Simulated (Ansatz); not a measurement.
# KMgF3: the cell at several levels of theory

The task here is to estimate one member of a computed series from the others.

The runs shown are made with Ansatz 0.2.0. PAW datasets, plane waves, zero pressure. Computed at 0 K without zero-point motion; spin polarisation is off.

### Starting point

Space group Pm-3m (No. 221), cubic; a = 3.986 Å in the conventional setting, 12.67 Å³ an atom. Around K lie 12 F at 2.82 Å; around Mg lie 6 F at 1.99 Å; around F lie 2 Mg at 1.99 Å and 4 K at 2.82 Å.

Coordinates:

```cif
data_structure
_symmetry_space_group_name_H-M 'Pm-3m'
_symmetry_Int_Tables_number 221
_cell_length_a 3.9859
_cell_length_b 3.9859
_cell_length_c 3.9859
_cell_angle_alpha 90.000
_cell_angle_beta 90.000
_cell_angle_gamma 90.000
_cell_volume 63.33
loop_
_atom_site_label
_atom_site_type_symbol
_atom_site_symmetry_multiplicity
_atom_site_Wyckoff_symbol
_atom_site_fract_x
_atom_site_fract_y
_atom_site_fract_z
_atom_site_occupancy
K1 K 1 b 0.50000 0.50000 0.50000 1
Mg1 Mg 1 a 0.00000 0.00000 0.00000 1
F1 F 3 d 0.50000 0.00000 0.00000 1
```

Set-up of the first run:

Input file input.yaml:

```yaml
crystal:
  lattice:
    - [3.9859, 0.0, 0.0]
    - [0.0, 3.9859, 0.0]
    - [0.0, 0.0, 3.9859]
  atoms:
    - { symbol: K, position: [0.5, 0.5, 0.5] }
    - { symbol: Mg, position: [0.0, 0.0, 0.0] }
    - { symbol: F, position: [0.5, 0.0, 0.0] }
    - { symbol: F, position: [0.0, 0.5, 0.0] }
    - { symbol: F, position: [0.0, 0.0, 0.5] }
kpoints:
  mp_grid: { grid: [6, 6, 6] }
hamiltonian:
  xc: pbe
scf:
  occupations: { method: fermi_dirac, width: 0.02 }
relax:
  f_tol: 0.005
  cell: {}
output:
  write_density: true
  write_potential: true
  elf: true
  volumetric_format: npy
```

Command:

```bash
> ansatz run input.yaml --threads 2 --pin off --max-ram 29491MiB --backend cpu --events-out ev --progress --plain --runs-dir out
```

Steps of the session up to this table: PBE: cell and atoms; r2SCAN: cell and atoms; Relaxing with PBEsol; LDA: cell and atoms.

One table of the session follows, with a row left open; its other results are not shown here.

It belongs to the step «The cells side by side». 

```
 level  a (Å)  volume (Å³/atom)
   PBE  4.054            13.327
r2SCAN      ?                 ?
PBEsol  3.992            12.720
   LDA  3.908            11.940
```

**Question.** Estimate the row for r2SCAN.

The run gave: a (Å): 3.980; volume (Å³/atom): 12.611. In the column «a (Å)» it lies between LDA (3.908) and PBEsol (3.992).

In words: The first relaxation changed the volume by +5.2 % from the start. LDA gives the smallest cell and PBE the largest; they differ by 11.6 % in volume, a mean of 3.7 % in length.
